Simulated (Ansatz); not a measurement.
# Sn10H16 off sphere (Sn10H14O): the relaxed shape and its frontier levels

What does Sn10H16 off sphere (Sn10H14O) look like as a singlet, and where do its frontier electrons sit?

Method: RKS PBE0-D4/def2-TZVP; program: Ansatz 0.2.0, Gaussian basis.

Plan: relaxation at PBE-D4/def2-SVP; a single point at PBE0-D4/def2-TZVP.

5 further runs of the same task are left out: 5 set aside as unsound or not needed.

## (1) The starting structure

25 atoms, charge 0, spin multiplicity 1.

Atoms are counted from 1 here; the program's logs count them from 0.

Bond lengths: Sn1–Sn4 3.313 Å, Sn1–Sn7 2.795 Å, Sn1–Sn8 2.791 Å, Sn1–H12 1.718 Å, Sn1–H13 1.718 Å, Sn2–Sn7 2.842 Å, Sn2–Sn8 3.221 Å, Sn2–Sn9 2.856 Å, Sn2–H14 1.726 Å, Sn2–H15 1.740 Å, Sn3–Sn5 3.188 Å, Sn3–Sn7 2.848 Å, Sn3–Sn9 3.266 Å, Sn3–Sn10 2.845 Å, Sn3–H16 1.737 Å, Sn3–H17 1.726 Å, Sn4–Sn7 3.209 Å and more. Angles: Sn4–Sn1–Sn7 62.7°, Sn4–Sn1–Sn8 54.5°, Sn4–Sn1–H12 168.4°, Sn4–Sn1–H13 93.4°, Sn7–Sn1–Sn8 95.9°, Sn7–Sn1–H12 119.1°, Sn7–Sn1–H13 114.9°, Sn8–Sn1–H12 114.4°, Sn8–Sn1–H13 118.5°, H12–Sn1–H13 95.7° and more.

Coordinates:

```csv
atom,x (Å),y (Å),z (Å)
Sn1,0.0289,-3.4239,-0.0035
Sn2,0.1215,-0.9054,-2.0748
Sn3,-2.0651,1.2563,-0.0606
Sn4,-0.1448,-0.9109,2.1491
Sn5,-0.0110,3.6940,-0.0250
Sn6,2.0383,1.2770,0.0075
Sn7,-2.0388,-1.5761,-0.3546
Sn8,2.0316,-1.5322,0.4414
Sn9,0.3305,1.9412,-2.1725
Sn10,-0.3684,1.9398,2.1191
O11,0.0681,5.4907,-0.0106
H12,0.3736,-4.5410,-1.2623
H13,-0.2590,-4.6116,1.2047
H14,1.7414,-1.2509,-2.5606
H15,-0.3970,-1.0940,-3.7251
H16,-3.6934,1.2604,0.5437
H17,-2.6690,1.5556,-1.6491
H18,-1.7550,-1.2492,2.6660
H19,0.3890,-1.0225,3.8011
H20,3.6568,1.2482,-0.6136
H21,2.6507,1.6680,1.5721
H22,-2.8627,-2.1300,-1.8032
H23,2.8829,-2.0508,1.8884
H24,1.7930,2.4814,-2.9831
H25,-1.8420,2.4859,2.9057
```

Sn takes a core potential in the def2 sets. No spin-orbit coupling is included.

The start is a GFN1-xTB geometry.

## (2) Relaxation at PBE-D4/def2-SVP

in.yaml

```yaml
crystal:
  periodic: [false, false, false]
  atoms:
    - {symbol: Sn, position_ang: [0.028890, -3.423900, -0.003460]}
    - {symbol: Sn, position_ang: [0.121470, -0.905450, -2.074840]}
    - {symbol: Sn, position_ang: [-2.065060, 1.256340, -0.060570]}
    - {symbol: Sn, position_ang: [-0.144810, -0.910870, 2.149060]}
    - {symbol: Sn, position_ang: [-0.010990, 3.694050, -0.024960]}
    - {symbol: Sn, position_ang: [2.038310, 1.276980, 0.007510]}
    - {symbol: Sn, position_ang: [-2.038800, -1.576070, -0.354640]}
    - {symbol: Sn, position_ang: [2.031620, -1.532200, 0.441390]}
    - {symbol: Sn, position_ang: [0.330470, 1.941220, -2.172500]}
    - {symbol: Sn, position_ang: [-0.368450, 1.939790, 2.119110]}
    - {symbol: O, position_ang: [0.068070, 5.490680, -0.010650]}
    - {symbol: H, position_ang: [0.373560, -4.541000, -1.262300]}
    - {symbol: H, position_ang: [-0.259040, -4.611620, 1.204690]}
    - {symbol: H, position_ang: [1.741400, -1.250940, -2.560620]}
    - {symbol: H, position_ang: [-0.396980, -1.094000, -3.725130]}
    - {symbol: H, position_ang: [-3.693400, 1.260400, 0.543690]}
    - {symbol: H, position_ang: [-2.668960, 1.555570, -1.649080]}
    - {symbol: H, position_ang: [-1.754980, -1.249230, 2.665990]}
    - {symbol: H, position_ang: [0.389000, -1.022470, 3.801070]}
    - {symbol: H, position_ang: [3.656760, 1.248150, -0.613630]}
    - {symbol: H, position_ang: [2.650710, 1.668010, 1.572080]}
    - {symbol: H, position_ang: [-2.862700, -2.130040, -1.803240]}
    - {symbol: H, position_ang: [2.882870, -2.050780, 1.888430]}
    - {symbol: H, position_ang: [1.793020, 2.481430, -2.983100]}
    - {symbol: H, position_ang: [-1.841980, 2.485950, 2.905710]}
basis:
  gaussian: {orbitals: def2-SVP}
hamiltonian: {xc: pbe, dispersion: d4}
scf: {lower_state_search: "off"}
output: {orbitals: {seedname: orbitals}}
relax: {f_tol: 0.03, max_steps: 70}
```

The run is started by

```sh
$ ansatz run in.yaml --threads 2 --pin off --events-out ev --progress --plain --max-ram 32768MiB --backend cuda --devices 0, --max-vram 18GiB
```

After this run come: Single point, PBE0-D4/def2-TZVP.

Q: Predict the results of all the runs planned. Wanted: point group; commonest bond, hydrogen aside; HOMO, LUMO at PBE0-D4/def2-TZVP; dipole at PBE-D4/def2-SVP.

**Answer**, as computed:

| quantity | value |
| --- | --- |
| point group | C2v |
| commonest bond, hydrogen aside | Sn–Sn, 12 of mean length 2.826 Å |
| HOMO, LUMO at PBE0-D4/def2-TZVP | -6.43, -2.90 eV |
| dipole at PBE-D4/def2-SVP | 4.83 D |

**Reading.** The relaxation broke 4 and made 0 bonds, so the end is another structure than the start. No usable vibrations, so a minimum isn't proven. Whether this spin is the lowest isn't tested here.
